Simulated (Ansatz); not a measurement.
# LaH3: the cost of one run

All numbers are computed with Ansatz 0.2.0 through its Python package. The levels of theory stand in the script.

## 1. The structure

Symmetry: Fm-3m, No. 225, cubic system. Conventional cell: a = 5.573 Å, b = 5.573 Å, c = 5.573 Å, α = 90.00°, β = 90.00°, γ = 90.00°. La (site symmetry m-3m) has 8 H at 2.41 Å as nearest neighbours. H (site symmetry m-3m) is surrounded by 8 H at 2.41 Å. H (site symmetry -43m) has 4 La at 2.41 Å and 4 H at 2.41 Å as nearest neighbours.

No structure file is read: the coordinates are typed or built in the script.

## 2. Script

Input file lattice_lah3.py:

```python
# -*- coding: utf-8 -*-
"""How the lattice of LaH3 depends on the functional."""

from dataclasses import dataclass

import ansatz as az
import numpy as np


@dataclass(frozen=True)
class Settings:
    occupations: str = "Fermi-Dirac"
    force_tol: float = 0.005


cfg = Settings()

def edges_and_angles(cell):
    cell = np.asarray(cell)
    a, b, c = np.linalg.norm(cell, axis=1)
    cosines = cell[1] @ cell[2] / (b * c), cell[0] @ cell[2] / (a * c), cell[0] @ cell[1] / (a * b)
    return (a, b, c, *np.degrees(np.arccos(cosines)))

cell = (
    az.Lattice.fcc(5.572959)
    .space_group(225)
    .atom("La", (0.0, 0.0, 0.0))
    .atom("H", (0.5, 0.0, 0.0))
    .atom("H", (0.25, 0.25, 0.75))
    .primitive()
)

base = (
    cell.calculation()
    .kpoints(7)
    .occupations(cfg.occupations, width=50 * az.meV)
    .relax(cell=True, force_tolerance=cfg.force_tol)
)

levels = [("blyp", "d3bj"), ("pbesol", "d3bj"), ("pbesol", "none")]
print("level            a       b       c    alpha   beta  gamma  V/atom  steps")
for name, dispersion in levels:
    seen = []
    run = base.functional(name, dispersion=dispersion).session().plan()
    result = run.execute(on_event=lambda e: seen.append(e) if e["event"] == "relax_step" else None)
    cell = result.lattice.cell_ang
    label = name if dispersion == "none" else f"{name}+{dispersion}"
    print("{:13s} {:7.4f} {:7.4f} {:7.4f} {:6.2f} {:6.2f} {:6.2f}".format(label, *edges_and_angles(cell)), f"{abs(np.linalg.det(cell)) / len(result.lattice.sites):7.3f} {len(seen):5d}")
```

## 3. The calls as engine input

The engine receives this input (first run):

```yaml
crystal:
  lattice:
    bravais: fcc
    a: 5.572959
  space_group: 225
  atoms:
    - { symbol: La, position: [0.0, 0.0, 0.0] }
    - { symbol: H, position: [0.5, 0.0, 0.0] }
    - { symbol: H, position: [0.25, 0.25, 0.75] }
  reduce_to_primitive: true
kpoints:
  mp_grid:
    grid: [7, 7, 7]
hamiltonian:
  xc: blyp
  dispersion: d3bj
scf:
  occupations:
    method: fermi_dirac
    width: 0.05
relax:
  f_tol: 0.005
  cell: {}
```

## 4. Launch

On the command line:

```console
python lattice_lah3.py
```

Q: Estimate wall time and peak memory on 1 thread of Arm Neoverse V2, shared host.

About 12 s, with a peak of 0.4 GiB.
